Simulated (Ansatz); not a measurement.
# CH2SiTe: the cost of one run

The runs use Ansatz 0.2.0, Gaussian basis; B3LYP-D4/def2-SVP.

1 further run of the same task is left out (it didn't finish).

## Step 1: Where the work starts

5 atoms, charge 0, spin multiplicity 1.

Atoms are counted from 1 here; the program's logs count them from 0.

Bond lengths: Si1–C2 1.710 Å, Si1–H4 1.457 Å, C2–Te3 2.165 Å, Te3–H5 1.651 Å. Angles: C2–Si1–H4 173.7°, Si1–C2–Te3 118.4°, C2–Te3–H5 89.4°.

Geometry (Å):

```xyz
5

Si   -1.3428   -0.2576   -0.7213
C     0.3405   -0.0257   -0.5318
Te    1.1138    0.3268    1.4599
H    -2.7487   -0.4723   -1.0382
H     2.6373    0.4287    0.8313
```

## Step 2: The run

md/in.yaml

```yaml
crystal:
  periodic: [false, false, false]
  atoms:
    - {symbol: Si, position_ang: [-1.342830, -0.257580, -0.721260]}
    - {symbol: C, position_ang: [0.340490, -0.025730, -0.531780]}
    - {symbol: Te, position_ang: [1.113760, 0.326850, 1.459880]}
    - {symbol: H, position_ang: [-2.748740, -0.472270, -1.038160]}
    - {symbol: H, position_ang: [2.637320, 0.428730, 0.831320]}
basis:
  gaussian: {orbitals: def2-SVP}
hamiltonian: {xc: {name: B3LYP}, dispersion: d4}
md: {n_steps: 60, timestep: 0.75, temperature: 200, ensemble: nve, seed: 562, initial_velocities: maxwell_boltzmann}
```

The run is started by

```
$ ansatz run in.yaml --threads 2 --pin off --events-out ev --progress --plain --max-ram 3481MiB
```

**Question.** How long does this run take on 2 threads of Arm Neoverse V2, shared host?

About 74 s.
